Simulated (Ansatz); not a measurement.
# CaHg: the cost of one run

Method: DFT r2SCAN, scalar-relativistic, plane waves, PAW, in Ansatz 0.2.0.

## Step 1: Starting point

It takes space group Pm-3m (No. 221, cubic). The conventional cell has a = 3.755 Å, b = 3.755 Å, c = 3.755 Å, α = 90.00°, β = 90.00°, γ = 90.00°. Around Ca (site symmetry m-3m) lie 8 Hg at 3.25 Å. Hg (site symmetry m-3m) has 8 Ca at 3.25 Å as nearest neighbours.

Coordinates:

```
CELL_PARAMETERS angstrom
3.75465 0.00000 0.00000
0.00000 3.75465 0.00000
0.00000 0.00000 3.75465
ATOMIC_POSITIONS crystal
Ca 0.00000 0.00000 0.00000
Hg 0.50000 0.50000 0.50000
```

The structure comes from the Materials Project (structure only).

## Step 2: Quick check of gap, pressure and forces

input.yaml reads:

```yaml
crystal:
  lattice:
    - [3.75465468, 0.0, 0.0]
    - [0.0, 3.75465468, 0.0]
    - [0.0, 0.0, 3.75465468]
  atoms:
    - { symbol: Ca, position: [0.0, 0.0, 0.0] }
    - { symbol: Hg, position: [0.5, 0.5, 0.5] }
basis:
  ecutwfc: 500
kpoints:
  mp_grid: { grid: [6, 6, 6] }
hamiltonian:
  xc: r2scan
scf:
  occupations: { method: gaussian, width: 0.1 }
output:
  forces: true
  stress: true
  eigenvalues: true
```

Command:

```bash
$ ansatz run input.yaml --threads 1 --pin off --max-ram 1228MiB --backend cpu --events-out ev --progress --plain --runs-dir out
```

What time and memory should one allow on 1 thread of an x86-64 CPU, shared host?

About 4.5 s, with a peak of 0.48 GiB.
